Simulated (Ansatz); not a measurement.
Task: a rigid scan of one bond length of BrH5N2Si, SMILES N[SiH](N)Br, with the Python package of Ansatz (0.2.0). Give the script and its output. Settings (for the species named): PBE, def2-SVP basis, multiplicity 1.

The script reads `brh5n2si.xyz`:
```text
9

N    -0.64710    1.06700   -0.33980
Si    0.37240   -0.18040   -0.39510
N     0.16760   -0.63300    1.19690
Br   -0.32940   -1.74360   -1.68230
H    -0.62200    1.62890   -1.23590
H    -0.38300    1.75440    0.38340
H     1.76810    0.28060   -0.68420
H     0.55850   -1.57630    1.30710
H    -0.79650   -0.64390    1.43270
```

The script, `scan_brh5n2si.py`:
```python
"""Stretching a bond of BrH5N2Si, the rest held rigid."""

import ansatz as az
import numpy as np

BASIS = "def2-SVP"
FUNCTIONAL = "pbe"


def main() -> None:
    geometry = az.Crystal.molecule_from_extxyz("brh5n2si.xyz")

    symbols = [site.symbol for site in geometry.cartesian_sites]
    start = np.array([site.position_ang for site in geometry.cartesian_sites])
    axis = (start[4] - start[0]) / np.linalg.norm(start[4] - start[0])
    moving = [4]
    lengths, energies = [0.931, 0.973, 1.016, 1.058, 1.1, 1.143, 1.185, 1.248], []
    for length in lengths:
        xyz = start.copy()
        xyz[moving] += (length - np.linalg.norm(start[4] - start[0])) * axis
        point = az.Crystal.molecule()
        for symbol, xyz in zip(symbols, xyz):
            point = point.atom(symbol, xyz.tolist())
        calc = (
            point.calculation()
            .basis(gaussian=BASIS)
            .functional(FUNCTIONAL)
            .accuracy("medium")
        )
        r = calc.run(threads=1, pin="off").report
        energies.append(r["free_energy_ev"])
        print(f"r = {length:6.3f} A  E = {energies[-1]:.5f} eV  <S^2> = {abs(r['mean_field']['state']['spin_squared']):.3f}")

    # quartic fit about the minimum
    fit = np.polynomial.Polynomial.fit(lengths, np.array(energies) - min(energies), 4).convert()
    roots = [r.real for r in fit.deriv().roots() if abs(r.imag) < 1e-9 and fit.deriv(2)(r.real) > 0]
    r_e = min(roots, key=lambda r: abs(r - lengths[int(np.argmin(energies))]))
    print(f"minimum of the fit at {r_e:.4f} A, force constant {fit.deriv(2)(r_e):.2f} eV/A^2")


if __name__ == "__main__":
    main()
```

```console
$ python scan_brh5n2si.py
r =  0.931 A  E = -80955.40707 eV  <S^2> = 0.000
r =  0.973 A  E = -80955.58599 eV  <S^2> = 0.000
r =  1.016 A  E = -80955.66078 eV  <S^2> = 0.000
r =  1.058 A  E = -80955.65274 eV  <S^2> = 0.000
r =  1.100 A  E = -80955.58377 eV  <S^2> = 0.000
r =  1.143 A  E = -80955.46560 eV  <S^2> = 0.000
r =  1.185 A  E = -80955.31566 eV  <S^2> = 0.000
r =  1.248 A  E = -80955.04643 eV  <S^2> = 0.000
minimum of the fit at 1.0318 A, force constant 41.14 eV/A^2
```

Caveats:
- The settings weren't tested for convergence.
- The rest of the molecule is held rigid at a force-field or estimated start geometry, and the basis set is modest; single-reference methods fail as a bond breaks.
- The orbitals are restricted, so S² is zero by construction.
- Run time: 15 s on 1 thread of Intel(R) Xeon(R) 6975P-C (Granite Rapids), on a shared host, peak memory 0.21 GiB.

(Lines on the test bed's own set-up are left out of the output.)
